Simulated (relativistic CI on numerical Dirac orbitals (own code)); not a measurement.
**Ru⁴⁺: resonant inelastic X-ray scattering at the L2,3 edge**

Aim: the energy losses and their intensities at the absorption maxima, by the Kramers-Heisenberg formula, for 6 crystal fields.

Method: Dirac-Coulomb-Breit CI, KLI orbitals optimised for each configuration, model QED (radiative potential, 1s self-energy scaled to tabulated hydrogen-like ionisation energies), valence Slater integrals scaled by 0.8, Kramers-Heisenberg scattering through one core-hole configuration in a parametric crystal field. Code: relativistic CI on numerical Dirac orbitals (own code) version 3.

## Step 1: Starting point

| Quantity | Value |
| --- | --- |
| ion | Ru⁴⁺ (Ru V) |
| nuclear charge | 44 |
| electrons | 40 |
| configurations | [Kr] 4d4 → [He] 2s2 2p5 3s2 3p6 3d10 4s2 4p6 4d5 |
| temperature | 80 K |
| core-hole width | 1.6 eV |
| field 1 (cm⁻¹) | Oh, 10Dq = 7250 |
| field 2 (cm⁻¹) | Oh, 10Dq = 16350 |
| field 3 (cm⁻¹) | Oh, 10Dq = 25500 |
| field 4 (cm⁻¹) | Oh, 10Dq = 34600 |
| field 5 (cm⁻¹) | Oh, 10Dq = 43700 |
| field 6 (cm⁻¹) | Oh, 10Dq = 52800 |

## Step 2: Field 1: Oh, 10Dq = 7250

The run's settings:

```ini
atom Ru  Z=44  charge=4  electrons=40
nucleus A=102  rms_radius_fm=4.4809
hamiltonian dirac-coulomb  breit=on  qed=on  c_scale=1
orbitals kli  potential=per-configuration
slater_scale 0.8
correlation none
mixing on
configurations
  [Kr] 4d4
  [He] 2s2 2p5 3s2 3p6 3d10 4s2 4p6 4d5
end
rixs L2,3 T=80 core_hole_width=1.6
crystal_field Oh 10Dq=7250
```

Command:

```
$ python run_levels.py task.json out
```

One command runs all members of the session, one after another, from task.json.

The program writes no log. Results of the run, from its result record (rounded, main fields):

```text
{
  "status": "converged",
  "incident [eV]": [2845.4, 2974.7],
  "losses [loss_eV, degeneracy, irrep, S, I1, I2]": [
    [0, 1, "A1", 1.962, 1770, 125.8],
    [0.03324, 3, "T1", 1.977, 46.54, 30.02],
    [0.06268, 2, "E", 1.988, 74.85, 12.35],
    [0.07926, 3, "T2", 1.991, 47.07, 8.291],
    [0.9086, 3, "T2", 1.986, 57.43, 0.4116],
    [0.9153, 3, "T1", 1.981, 14.42, 1.398],
    [0.9231, 1, "A1", 1.972, 23.65, 16.95],
    [1.021, 3, "T1", 1.976, 0.3912, 1.04],
    [1.024, 2, "E", 1.972, 10.82, 5.5],
    [1.084, 3, "T2", 1.967, 3.043, 3.807],
    [1.265, 1, "A1", 1.03, 100, 24.81],
    [1.374, 3, "T1", 1.024, 27.73, 14.27],
    [1.424, 3, "T2", 0.9891, 6.881, 22.72],
    [1.444, 2, "E", 1.003, 8.819, 8.143],
    [2.017, 3, "T2", 0.9243, 8.45, 26.32],
    [2.044, 3, "T1", 0.9909, 4.821, 1.109],
    [2.054, 1, "A1", 1.022, 16.98, 4.534],
    [2.118, 3, "T1", 1.018, 48.04, 20.35],
    [2.123, 2, "E", 0.919, 6.523, 2.671],
    [2.192, 3, "T2", 0.9042, 5.225, 8.247],
    [2.25, 3, "T1", 1.025, 3.138, 12.77],
    [2.314, 2, "E", 0.9885, 6.29, 3.815],
    "... 23 more rows left out ..."
  ],
  "ground_S": 1.96265
}
```

It took 3.1 s on 1 thread of Intel Xeon Platinum 8488C, shared host.

## Step 3: Field 2: Oh, 10Dq = 16350

Settings: those of step 2 with these lines changed.

```diff
@@ -12,2 +12,2 @@
 rixs L2,3 T=80 core_hole_width=1.6
-crystal_field Oh 10Dq=7250
+crystal_field Oh 10Dq=16350
```

From the record:

```text
{
  "status": "converged",
  "incident [eV]": [2845.1],
  "losses [loss_eV, degeneracy, irrep, S, I1]": [
    [0, 1, "A1", 1.672, 2900],
    [0.07634, 3, "T1", 1.792, 39.49],
    [0.1404, 2, "E", 1.904, 45.22],
    [0.1685, 3, "T2", 1.937, 47.65],
    [0.4772, 1, "A1", 1.429, 83.6],
    [0.5195, 3, "T1", 1.294, 10.81],
    [0.5557, 3, "T2", 1.079, 10.28],
    [0.589, 2, "E", 1.136, 15.52],
    [1.509, 3, "T2", 0.2131, 12.92],
    [1.641, 2, "E", 0.2331, 31.78],
    [1.971, 1, "A1", 1.529, 69.57],
    [2.032, 3, "T1", 1.659, 91.91],
    [2.1, 3, "T2", 1.888, 62.54],
    [2.11, 3, "T1", 1.572, 21.73],
    [2.143, 2, "E", 1.644, 22.88],
    [2.201, 3, "T2", 1.285, 3.452],
    [2.203, 3, "T1", 1.176, 19.48],
    [2.24, 3, "T2", 1.551, 16.48],
    [2.329, 1, "A1", 1.537, 6.873],
    [2.347, 3, "T1", 1.394, 100],
    [2.399, 2, "E", 0.9973, 13.05],
    [2.44, 3, "T2", 1.112, 3.7],
    "... 23 more rows left out ..."
  ],
  "ground_S": 1.67207
}
```

Wall time 3 s (1 thread of Intel Xeon Platinum 8488C, shared host).

## Step 4: Field 3: Oh, 10Dq = 25500

Settings: those of step 3 with these lines changed.

```diff
@@ -12,2 +12,2 @@
 rixs L2,3 T=80 core_hole_width=1.6
-crystal_field Oh 10Dq=16350
+crystal_field Oh 10Dq=25500
```

From the record:

```text
{
  "status": "converged",
  "incident [eV]": [2843.4, 2845.6, 2974.3],
  "losses [loss_eV, degeneracy, irrep, S, I1, I2, I3]": [
    [0, 1, "A1", 1.054, 612.8, 1474, 96.53],
    [0.118, 3, "T1", 1.055, 14.07, 18.09, 11.77],
    [0.2677, 2, "E", 1.042, 5.112, 47.98, 29.41],
    [0.2739, 3, "T2", 1.013, 16.64, 15.19, 20.28],
    [1.051, 3, "T2", 1.98, 4.419, 30.36, 25.38],
    [1.061, 2, "E", 1.966, 2.04, 16.61, 21.43],
    [1.07, 3, "T1", 1.962, 1.105, 30.59, 4.92],
    [1.077, 1, "A1", 1.958, 6.417, 30.29, 26.92],
    [1.345, 3, "T2", 0.07921, 16.92, 3.09, 10.79],
    [1.479, 2, "E", 0.05792, 16.83, 11.61, 7.862],
    [2.611, 1, "A1", 0.1994, 31.23, 18.8, 19.71],
    [3.019, 3, "T1", 0.9995, 30.97, 76.45, 71.79],
    [3.036, 1, "A1", 0.9718, 1.169, 24.32, 17.98],
    [3.053, 3, "T2", 0.997, 0.6368, 4.902, 5.789],
    [3.062, 3, "T1", 1.025, 17.1, 100, 10.56],
    [3.173, 2, "E", 1.032, 2.354, 36, 10.98],
    [3.194, 3, "T1", 1.035, 5.507, 23.99, 33.25],
    [3.212, 3, "T2", 1.016, 0.3199, 8.246, 0.257],
    [3.232, 2, "E", 0.9984, 0.2667, 3.845, 0.7851],
    [3.295, 3, "T2", 1.007, 2.514, 21, 6.587],
    [3.422, 3, "T1", 0.9995, 2.699, 20.86, 2.799],
    [3.511, 3, "T2", 1.072, 2.399, 12.92, 20.09],
    "... 23 more rows left out ..."
  ],
  "ground_S": 1.05352
}
```

Wall time 3.3 s (1 thread of Intel Xeon Platinum 8488C, shared host).

## Step 5: Field 4: Oh, 10Dq = 34600

Settings: those of step 4 with these lines changed.

```diff
@@ -12,2 +12,2 @@
 rixs L2,3 T=80 core_hole_width=1.6
-crystal_field Oh 10Dq=25500
+crystal_field Oh 10Dq=34600
```

From the record:

```text
{
  "status": "converged",
  "incident [eV]": [2842.9, 2846.3, 2975.2],
  "losses [loss_eV, degeneracy, irrep, S, I1, I2, I3]": [
    [0, 1, "A1", 1.008, 473.8, 1109, 107],
    [0.1105, 3, "T1", 1.012, 34.88, 10.58, 10.35],
    [0.258, 3, "T2", 0.9942, 18.8, 11.81, 5.601],
    [0.2584, 2, "E", 1.003, 5.099, 47.54, 13.6],
    [1.358, 3, "T2", 0.04663, 18.41, 1.089, 3.148],
    [1.482, 2, "E", 0.03277, 16.27, 6.607, 3.106],
    [2.116, 3, "T2", 1.994, 1.679, 21.88, 31.02],
    [2.12, 2, "E", 1.991, 1.727, 10.75, 30.56],
    [2.123, 3, "T1", 1.989, 0.6591, 16.19, 6.909],
    [2.126, 1, "A1", 1.987, 2.403, 49.52, 27.84],
    [2.819, 1, "A1", 0.05199, 27.43, 6.12, 4.921],
    [4.099, 3, "T1", 0.9951, 13.2, 54.61, 79.81],
    [4.106, 1, "A1", 1.003, 1.369, 30.54, 20.94],
    [4.129, 3, "T2", 0.9983, 0.5834, 3.632, 7.221],
    [4.151, 3, "T1", 1.006, 6.755, 100, 15.51],
    [4.262, 2, "E", 1.007, 1.286, 36.6, 9.529],
    [4.287, 3, "T1", 1.009, 2.051, 29.79, 30],
    [4.287, 3, "T2", 1.002, 0.1399, 5.585, 0.3161],
    [4.303, 2, "E", 0.9992, 0.175, 2.778, 1.512],
    [4.379, 3, "T2", 0.9979, 1.112, 18.44, 6.497],
    [4.498, 3, "T1", 0.9995, 1.21, 17.19, 4.328],
    [4.656, 3, "T2", 1.009, 0.485, 12.88, 21.11],
    "... 21 more rows left out ..."
  ],
  "ground_S": 1.00823
}
```

It took 2.6 s on 1 thread of Intel Xeon Platinum 8488C, shared host.

## Step 6: Field 5: Oh, 10Dq = 43700

Settings: those of step 5 with these lines changed.

```diff
@@ -12,2 +12,2 @@
 rixs L2,3 T=80 core_hole_width=1.6
-crystal_field Oh 10Dq=34600
+crystal_field Oh 10Dq=43700
```

From the record:

```text
{
  "status": "converged",
  "incident [eV]": [2842.4, 2847.0, 2975.9],
  "losses [loss_eV, degeneracy, irrep, S, I1, I2, I3]": [
    [0, 1, "A1", 1, 486, 1001, 115.6],
    [0.1065, 3, "T1", 1.005, 54.24, 8.407, 10.22],
    [0.2525, 3, "T2", 0.9925, 19.84, 9.685, 3.084],
    [0.2542, 2, "E", 0.998, 5.92, 48.6, 10.24],
    [1.377, 3, "T2", 0.03606, 18.93, 0.5524, 1.496],
    [1.489, 2, "E", 0.02466, 16.16, 4.536, 1.8],
    [2.952, 1, "A1", 0.03555, 25.67, 2.599, 2.24],
    [3.214, 3, "T2", 1.996, 0.9509, 20.86, 31.92],
    [3.216, 2, "E", 1.995, 1.129, 11.96, 31.15],
    [3.218, 3, "T1", 1.994, 0.3892, 14.08, 6.457],
    [3.22, 1, "A1", 1.992, 1.585, 52.73, 30.09],
    [5.203, 3, "T1", 0.9948, 7.65, 49.83, 83.9],
    [5.212, 1, "A1", 1.003, 0.9825, 32.45, 21.43],
    [5.231, 3, "T2", 0.9988, 0.5039, 3.308, 7.786],
    [5.259, 3, "T1", 1.002, 3.492, 100, 17.29],
    [5.369, 2, "E", 1.003, 0.8103, 37.64, 9.405],
    [5.387, 3, "T2", 1.001, 0.09029, 5.753, 0.3346],
    [5.396, 3, "T1", 1.004, 0.9895, 33.58, 30.24],
    [5.403, 2, "E", 0.9997, 0.09814, 2.428, 2.069],
    [5.485, 3, "T2", 0.9966, 0.5944, 17.89, 7.094],
    [5.599, 3, "T1", 0.9996, 0.7097, 16.6, 4.997],
    [5.794, 3, "T2", 0.9995, 0.1833, 13.18, 21.9],
    "... 13 more rows left out ..."
  ],
  "ground_S": 1.00042
}
```

It took 2.6 s on 1 thread of Intel Xeon Platinum 8488C, shared host.

## Step 7: Field 6: Oh, 10Dq = 52800

Settings: those of step 6 with these lines changed.

```diff
@@ -12,2 +12,2 @@
 rixs L2,3 T=80 core_hole_width=1.6
-crystal_field Oh 10Dq=43700
+crystal_field Oh 10Dq=52800
```

From the record:

```text
{
  "status": "converged",
  "incident [eV]": [2842.0, 2847.7, 2976.6],
  "losses [loss_eV, degeneracy, irrep, S, I1, I2, I3]": [
    [0, 1, "A1", 0.9981, 488.7, 952.4, 122.4],
    [0.1041, 3, "T1", 1.003, 68.71, 7.652, 10.51],
    [0.2497, 3, "T2", 0.9923, 21.26, 8.299, 2.045],
    [0.2517, 2, "E", 0.9964, 6.884, 48.67, 8.695],
    [1.392, 3, "T2", 0.0308, 20.59, 0.3679, 0.8785],
    [1.494, 2, "E", 0.02139, 17.01, 3.582, 1.284],
    [3.045, 1, "A1", 0.02412, 26.74, 2.008, 1.476],
    [4.324, 3, "T2", 1.997, 0.6686, 22.07, 32.83],
    [4.325, 2, "E", 1.996, 0.8503, 13.71, 31.91],
    [4.326, 3, "T1", 1.996, 0.2598, 15.14, 6.336],
    [4.327, 1, "A1", 1.995, 0.985, 52.07, 32.01],
    [6.315, 3, "T1", 0.9949, 5.735, 47.42, 87.43],
    [6.326, 1, "A1", 1.002, 0.6945, 33.95, 21.73],
    [6.342, 3, "T2", 0.9991, 0.411, 3.252, 8.501],
    [6.373, 3, "T1", 1.001, 2.323, 100, 18.33],
    [6.483, 2, "E", 1.001, 0.5567, 38.56, 9.235],
    [6.497, 3, "T2", 1, 0.06573, 6.24, 0.3698],
    [6.511, 3, "T1", 1.003, 0.6383, 34.74, 30.76],
    [6.513, 2, "E", 1, 0.07096, 2.215, 2.569],
    [6.599, 3, "T2", 0.9962, 0.4138, 17.1, 7.612],
    [6.71, 3, "T1", 0.9996, 0.5123, 16.75, 5.481],
    [6.93, 3, "T2", 0.997, 0.102, 13.11, 22.34],
    "... 5 more rows left out ..."
  ],
  "ground_S": 0.998074
}
```

Wall time 2.6 s (1 thread of Intel Xeon Platinum 8488C, shared host).

## Step 8: The fields side by side

| field | S, thermal mean | first incident energy (eV) | lowest loss over 0.08 eV (eV) | strongest such loss there (eV) | its level |
| --- | --- | --- | --- | --- | --- |
| 1: Oh | 1.96 | 2845.4 | 0.909 | 1.265 | A1, S = 1.0 |
| 2: Oh | 1.67 | 2845.1 | 0.140 | 2.347 | T1, S = 1.4 |
| 3: Oh | 1.05 | 2843.4 | 0.118 | 2.611 | A1, S = 0.2 |
| 4: Oh | 1.01 | 2842.9 | 0.110 | 0.110 | T1, S = 1.0 |
| 5: Oh | 1.00 | 2842.4 | 0.107 | 0.107 | T1, S = 1.0 |
| 6: Oh | 1.00 | 2842.0 | 0.104 | 0.104 | T1, S = 1.0 |

## Step 9: Outcome

| quantity | value |
| --- | --- |
| incident energies, field 1 | 2845.4, 2974.7 eV |
| strongest loss over 0.08 eV, field 1 | 1.27 eV |
| share of spin-changing ones, field 1 | 75 % |

In words: In field 1 the strongest loss over 0.08 eV at the first resonance is 1.27 eV (A1, S = 1.0). Losses that change the spin take 75 % of the listed intensity; the core hole's spin-orbit coupling allows them. The ground spin differs between the fields. The first incident energy is the lowest absorption maximum of each field and need not be the same resonance in all. Only the lowest levels kept in the record count, and labels are spin-orbit irreps. Polarisations are summed, and charge-transfer losses are outside the model.
